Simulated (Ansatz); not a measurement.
# Scaling over cards: LDA molecular dynamics, a 2×2×3 supercell of Ba4As2O (I4/mmm)

Program: Ansatz 0.2.0. No other job shared the machine, and each run was timed once from launch to exit. Hardware: a node with eight NVIDIA H100 80GB cards and 96 AMD EPYC 7R13 cores. Times and memory are rounded to two significant figures, and ratios are formed from the unrounded values. A row is a single run, so small differences between rows aren't established. Precision is the program's default, which can work at lower precision in parts of a run. Card memory is the largest of readings taken every 0.4 s, so short peaks can be missed, and it isn't given for runs under about 3 s. It shows what a run took, which needn't be the least that it can run in: the program holds more work at once where threads and free memory allow.

Commands are shown without the flags for output files and display.

The folder soft_1 holds one of the program's own sets of PAW files, generated with PBE and used with every functional where the input names it. For this functional the program regenerates the frozen cores at set-up.

```
atoms                                                              : 84
valence electrons                                                  : 912
cell volume                                                        : 2826 Å³
cutoff                                                             : 300 eV
k mesh                                                             : 2×2×2
k points solved                                                    : 8
symmetry operations used (translations within a supercell counted) : 1
plane waves at Γ                                                   : 33331
dense FFT grid                                                     : 80×90×90
bands at the start                                                 : 548
spin                                                               : none
first density                                                      : superposed atoms
```

Input:

```yaml
crystal:
  lattice:
    - [-5.202144, 5.202144, 17.404396]
    - [5.202144, -5.202144, 17.404396]
    - [7.803216, 7.803216, -26.106594]
  atoms:
    - { symbol: Ba, position: [0.337697, 0.337697, 0.000000] }
    - { symbol: Ba, position: [0.162303, 0.162303, 0.000000] }
    - { symbol: Ba, position: [0.250000, 0.000000, 0.166667] }
    # ... 80 more atoms, left out here ...
    - { symbol: O, position: [0.750000, 0.750000, 0.666667] }
kpoints:
  mp_grid: { grid: [2, 2, 2] }
basis: { ecutwfc: 300 }
hamiltonian:
  xc: lda
  pseudopotentials: { azcp: { folder: soft_1 } }
scf:
  occupations: { method: gaussian, width: 0.02 }
md: { ensemble: nvt_langevin, temperature: 1200, timestep: 1.0, n_steps: 10, initial_velocities: maxwell_boltzmann, seed: 1 }
```

The typed cutoff is below the 420 eV that the potentials recommend, and the program warns of it.

Commands:

```bash
ansatz run input.yaml --backend cuda --devices 1
ansatz run input.yaml --backend cuda --devices 2
ansatz run input.yaml --backend cuda --devices 8
```

| cards | wall time | speed-up | efficiency | SCF clock | outside it | speed-up on the SCF clock | CPU time | SCF iterations | fullest card (GiB) | threads | steps logged | the cards share |
| --- | --- | --- | --- | --- | --- | --- | --- | --- | --- | --- | --- | --- |
| 1 | 27 s | 1.0 | 100 % | 25 s | 2.5 s | 1.0 | 3.3 min | 77 | 41 | 48 | 11 |  |
| 8 | 17 s | 1.6 | 20 % | 9.6 s | 7.4 s | 2.6 | 120 s | 77 | 7.1 | 8×8 | 11 | k points |

The SCF clock is the program's own. It runs from the start of the first SCF loop to the final result and holds forces, stress, later SCFs and response steps. Outside it lie start-up, exit and the set-up ahead of the first loop, which depends on the cell and the method.

SCF iterations are those that the program logged, summed over all steps and exchange cycles of a run; an SCF made in search of a lower state can go uncounted. Steps are those that the program logged, the start of a trajectory included. For molecular dynamics the program switches the space group off, so only time reversal reduces the mesh.

Threads written as a×b are a pools of b host workers, as the log lists them; the log's own count of threads can differ.

Speed-up and efficiency count from the run on 1 card. What limits the scaling wasn't traced. The host workers change with the cards, so the speed-up needn't be that of the cards alone.

The time outside the SCF clock grows with the cards, from 2.5 s on 1 card to 7.4 s on 8 cards, while the SCF clock goes from 25 s to 9.6 s.

What is the wall time on 2 cards?

It took 18 s, a speed-up of 1.5 and an efficiency of 76 %, with 2.7 min of CPU time. On the SCF clock alone the speed-up is 1.7. Of the wall time 15 s is on the SCF clock and 3.0 s outside. The cards share k points, with 2 pools of 48 host workers by the log's list (its own count of threads can differ).
